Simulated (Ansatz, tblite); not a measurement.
**C₂₂H₆₆O₉Si₁₀: a ladder of methods and basis sets**

An exercise on one series of results from a longer session: the logs are not shown, and one member is left open.

Computed with Ansatz 0.2.0, Gaussian basis. Level: as each input shows.

Plan: GFN1-xTB, GFN2-xTB, PBE-D4/def2-TZVP, r2SCAN-D4/def2-TZVP, B97M-V/def2-TZVP, PBE-D4/def2-SVP, PBE0-D4/def2-SVP, HF/STO-3G, HF/6-31G, B3LYP-D4/6-31G, MP2/def2-SVP.

1 further run of the same task is left out (set aside as unsound or not needed). Runs told in other sessions of the task aren't counted.

**The relaxed structure**

The geometry is that of the singlet, from an earlier relaxation (r2SCAN-D4/def2-SVP).

SMILES `C[Si](C)(C)O[Si](C)(C)O[Si](C)(C)O[Si](C)(C)O[Si](C)(C)O[Si](C)(C)O[Si](C)(C)O[Si](C)(C)O[Si](C)(C)O[Si](C)(C)C`, 107 atoms, charge 0, spin multiplicity 1.

Bond lengths: C1–Si2 1.877 Å, C1–H42 1.103 Å, C1–H43 1.103 Å, C1–H44 1.103 Å, Si2–C3 1.876 Å, Si2–C4 1.871 Å, Si2–O5 1.675 Å, C3–H45 1.103 Å, C3–H46 1.103 Å, C3–H47 1.103 Å, C4–H48 1.102 Å, C4–H49 1.103 Å, C4–H50 1.103 Å, O5–Si6 1.663 Å, Si6–C7 1.863 Å, Si6–C8 1.867 Å, Si6–O9 1.666 Å, C7–H51 1.102 Å and more. Angles: Si2–C1–H42 111.4°, Si2–C1–H43 111.1°, Si2–C1–H44 111.5°, H42–C1–H43 107.7°, H42–C1–H44 107.3°, H43–C1–H44 107.6°, C1–Si2–C3 110.4°, C1–Si2–C4 111.1°, C1–Si2–O5 108.8°, C3–Si2–C4 111.0°, C3–Si2–O5 108.7°, C4–Si2–O5 106.7°, Si2–C3–H45 111.1°, Si2–C3–H46 111.3°, Si2–C3–H47 111.3°, H45–C3–H46 107.6°, H45–C3–H47 107.6°, H46–C3–H47 107.6° and more.

PBE0-D4/def2-TZVP was run before; its log isn't repeated, and its numbers join the tables.

Set-up of the first run:

Tight binding, by tblite at 300 K electronic temperature and without a spin-polarisation term:

```python
tblite.interface.Calculator('GFN1-xTB', numbers, positions, charge=0, uhf=0).singlepoint()
```

Tight binding, by tblite at 300 K electronic temperature and without a spin-polarisation term:

```python
tblite.interface.Calculator('GFN2-xTB', numbers, positions, charge=0, uhf=0).singlepoint()
```

start.molden holds the orbitals of an earlier run on this state, given as this run's starting guess.

Input file in.yaml:

```yaml
crystal:
  periodic: [false, false, false]
  atoms:
    - {symbol: C, position_ang: [-8.997341, 2.454059, 1.021633]}
    - {symbol: Si, position_ang: [-8.905638, 0.789370, 0.159157]}
    - {symbol: C, position_ang: [-9.606263, -0.557213, 1.261035]}
    - {symbol: C, position_ang: [-9.791268, 0.835364, -1.487775]}
    - {symbol: O, position_ang: [-7.301072, 0.437016, -0.167678]}
    - {symbol: Si, position_ang: [-5.760652, 0.451430, 0.459197]}
    - {symbol: C, position_ang: [-5.093372, 2.190836, 0.438474]}
    - {symbol: C, position_ang: [-5.759020, -0.299207, 2.169076]}
    - {symbol: O, position_ang: [-4.839247, -0.503423, -0.547374]}
    - {symbol: Si, position_ang: [-5.207073, -1.583905, -1.778767]}
    - {symbol: C, position_ang: [-6.458811, -2.820241, -1.155541]}
    - {symbol: C, position_ang: [-5.796897, -0.647484, -3.273936]}
    - {symbol: O, position_ang: [-3.793965, -2.369368, -2.151710]}
    - {symbol: Si, position_ang: [-2.317557, -2.670175, -1.441085]}
    - {symbol: C, position_ang: [-2.592320, -3.243388, 0.317206]}
    - {symbol: C, position_ang: [-1.428986, -3.918114, -2.494044]}
    - {symbol: O, position_ang: [-1.407365, -1.283324, -1.438235]}
    - {symbol: Si, position_ang: [-1.238028, 0.283844, -0.899270]}
    - {symbol: C, position_ang: [-2.261851, 1.431726, -1.944293]}
    - {symbol: C, position_ang: [-1.653399, 0.362655, 0.920587]}
    - {symbol: O, position_ang: [0.362968, 0.675292, -1.100310]}
    - {symbol: Si, position_ang: [1.821774, -0.119193, -1.241645]}
    - {symbol: C, position_ang: [1.864567, -1.550289, -0.041978]}
    - {symbol: C, position_ang: [2.073222, -0.642831, -3.008454]}
    - {symbol: O, position_ang: [3.006317, 0.981152, -0.841574]}
    - {symbol: Si, position_ang: [3.292799, 2.026954, 0.426624]}
    - {symbol: C, position_ang: [4.820490, 3.001200, 0.001742]}
    - {symbol: C, position_ang: [1.791725, 3.090860, 0.721150]}
    - {symbol: O, position_ang: [3.539008, 1.132955, 1.807013]}
    - {symbol: Si, position_ang: [4.583118, 0.429439, 2.885710]}
    - {symbol: C, position_ang: [3.949564, 0.775887, 4.601030]}
    - {symbol: C, position_ang: [4.712428, -1.395014, 2.508568]}
    - {symbol: O, position_ang: [6.089533, 1.133518, 2.755491]}
    - {symbol: Si, position_ang: [7.500844, 0.878553, 1.916193]}
    - {symbol: C, position_ang: [8.554478, -0.364946, 2.828198]}
    - {symbol: C, position_ang: [8.369822, 2.514985, 1.715424]}
    - {symbol: O, position_ang: [7.085847, 0.255306, 0.436740]}
    - {symbol: Si, position_ang: [7.416561, -0.238842, -1.124779]}
    - {symbol: C, position_ang: [7.929598, 1.256736, -2.134899]}
    - {symbol: C, position_ang: [8.809510, -1.495773, -1.071652]}
    - {symbol: C, position_ang: [5.841036, -0.990229, -1.793859]}
    - {symbol: H, position_ang: [-8.465792, 2.436697, 1.988277]}
    - {symbol: H, position_ang: [-8.543854, 3.246804, 0.403671]}
    - {symbol: H, position_ang: [-10.041212, 2.745661, 1.225655]}
    - {symbol: H, position_ang: [-9.523408, -1.546728, 0.781377]}
    - {symbol: H, position_ang: [-9.070629, -0.606941, 2.223630]}
    - {symbol: H, position_ang: [-10.672571, -0.381309, 1.481346]}
    - {symbol: H, position_ang: [-9.360978, 1.609474, -2.144292]}
    - {symbol: H, position_ang: [-10.865167, 1.053978, -1.366919]}
    - {symbol: H, position_ang: [-9.701994, -0.132372, -2.008534]}
    - {symbol: H, position_ang: [-5.658350, 2.838384, 1.128906]}
    - {symbol: H, position_ang: [-5.174371, 2.621940, -0.572424]}
    - {symbol: H, position_ang: [-4.033021, 2.222480, 0.734812]}
    - {symbol: H, position_ang: [-6.359122, 0.297573, 2.876170]}
    - {symbol: H, position_ang: [-4.736648, -0.366743, 2.576591]}
    - {symbol: H, position_ang: [-6.178785, -1.318352, 2.143897]}
    - {symbol: H, position_ang: [-7.403140, -2.315895, -0.894340]}
    - {symbol: H, position_ang: [-6.083620, -3.331482, -0.253429]}
    - {symbol: H, position_ang: [-6.675377, -3.590417, -1.913361]}
    - {symbol: H, position_ang: [-5.021968, 0.056143, -3.618819]}
    - {symbol: H, position_ang: [-6.703819, -0.070942, -3.029600]}
    - {symbol: H, position_ang: [-6.030786, -1.327052, -4.109194]}
    - {symbol: H, position_ang: [-3.149915, -4.194334, 0.344059]}
    - {symbol: H, position_ang: [-1.639950, -3.395092, 0.851407]}
    - {symbol: H, position_ang: [-3.177686, -2.492838, 0.873859]}
    - {symbol: H, position_ang: [-1.989558, -4.864413, -2.556316]}
    - {symbol: H, position_ang: [-0.426551, -4.138602, -2.093022]}
    - {symbol: H, position_ang: [-1.306360, -3.528953, -3.517536]}
    - {symbol: H, position_ang: [-2.105904, 2.483981, -1.655560]}
    - {symbol: H, position_ang: [-3.330721, 1.192887, -1.833039]}
    - {symbol: H, position_ang: [-1.986107, 1.325328, -3.006050]}
    - {symbol: H, position_ang: [-2.699599, 0.063828, 1.090336]}
    - {symbol: H, position_ang: [-1.512769, 1.379130, 1.323938]}
    - {symbol: H, position_ang: [-1.005465, -0.320104, 1.494582]}
    - {symbol: H, position_ang: [1.052813, -2.264438, -0.257034]}
    - {symbol: H, position_ang: [2.824739, -2.088859, -0.089875]}
    - {symbol: H, position_ang: [1.740240, -1.180733, 0.989195]}
    - {symbol: H, position_ang: [3.027384, -1.176119, -3.145045]}
    - {symbol: H, position_ang: [1.253576, -1.309978, -3.322246]}
    - {symbol: H, position_ang: [2.072910, 0.235682, -3.673495]}
    - {symbol: H, position_ang: [5.093620, 3.688055, 0.818924]}
    - {symbol: H, position_ang: [4.672691, 3.593084, -0.915975]}
    - {symbol: H, position_ang: [5.664485, 2.312843, -0.160017]}
    - {symbol: H, position_ang: [1.489782, 3.617880, -0.197870]}
    - {symbol: H, position_ang: [1.981649, 3.838992, 1.507888]}
    - {symbol: H, position_ang: [0.943952, 2.463524, 1.037938]}
    - {symbol: H, position_ang: [4.591268, 0.312595, 5.367510]}
    - {symbol: H, position_ang: [2.925092, 0.392038, 4.731937]}
    - {symbol: H, position_ang: [3.930181, 1.861722, 4.787392]}
    - {symbol: H, position_ang: [5.383744, -1.904880, 3.219143]}
    - {symbol: H, position_ang: [5.116370, -1.538220, 1.492972]}
    - {symbol: H, position_ang: [3.729155, -1.889375, 2.557234]}
    - {symbol: H, position_ang: [8.039040, -1.336754, 2.895276]}
    - {symbol: H, position_ang: [8.775324, -0.026947, 3.853818]}
    - {symbol: H, position_ang: [9.514926, -0.531422, 2.312940]}
    - {symbol: H, position_ang: [8.564694, 2.979929, 2.695553]}
    - {symbol: H, position_ang: [7.756555, 3.214505, 1.125837]}
    - {symbol: H, position_ang: [9.337450, 2.393049, 1.201307]}
    - {symbol: H, position_ang: [8.819956, 1.744738, -1.704475]}
    - {symbol: H, position_ang: [7.121956, 2.005879, -2.173467]}
    - {symbol: H, position_ang: [8.173023, 0.973894, -3.172792]}
    - {symbol: H, position_ang: [9.737936, -1.050858, -0.676158]}
    - {symbol: H, position_ang: [9.033051, -1.891772, -2.076433]}
    - {symbol: H, position_ang: [8.545654, -2.349915, -0.426235]}
    - {symbol: H, position_ang: [5.011057, -0.271043, -1.694118]}
    - {symbol: H, position_ang: [5.567922, -1.900198, -1.233622]}
    - {symbol: H, position_ang: [5.937905, -1.264843, -2.857413]}
basis:
  gaussian: {orbitals: def2-TZVP, fitting: {mean_field: def2-universal-jkfit}, initial_orbitals: start.molden}
hamiltonian: {xc: pbe, dispersion: d4}
scf: {omitted_lower_state_checks: [starts]}
output: {forces: true, orbitals: {seedname: orbitals}}
```

The run is started by

```
$ ansatz run in.yaml --threads 11 --pin off --events-out ev --progress --plain --max-ram 174080MiB --backend cuda --devices 0, --max-vram 75GiB
```

Among the steps run: PBE-D4/def2-TZVP; r2SCAN-D4/def2-TZVP; B97M-V/def2-TZVP; PBE-D4/def2-SVP; PBE0-D4/def2-SVP; HF/STO-3G; HF/6-31G; B3LYP-D4/6-31G; MP2/def2-SVP.

One of the session's tables, all rows but one given; the rest of the session is left out.

It belongs to the step «Binding energy». 

| level | binding an atom (eV) |
| --- | --- |
| HF/STO-3G | 3.817 |
| HF/6-31G | 2.930 |
| HF/def2-SVP | 3.215 |
| PBE-D4/def2-SVP | 4.287 |
| PBE-D4/def2-TZVP | 4.286 |
| r2SCAN-D4/def2-TZVP | 4.256 |
| B97M-V/def2-TZVP | 4.250 |
| B3LYP-D4/6-31G | 4.023 |
| PBE0-D4/def2-SVP | ? |
| PBE0-D4/def2-TZVP | 4.242 |
| MP2/def2-SVP | 4.059 |

**Question.** Estimate the row for PBE0-D4/def2-SVP.

The run gave: binding an atom (eV): 4.243. In the column «binding an atom (eV)» it lies between PBE0-D4/def2-TZVP (4.242) and B97M-V/def2-TZVP (4.250).

Limits of these values: Free atoms were run apart at each level; binding is atoms less cluster, divided by the number of atoms, without zero-point or spin-orbit terms.
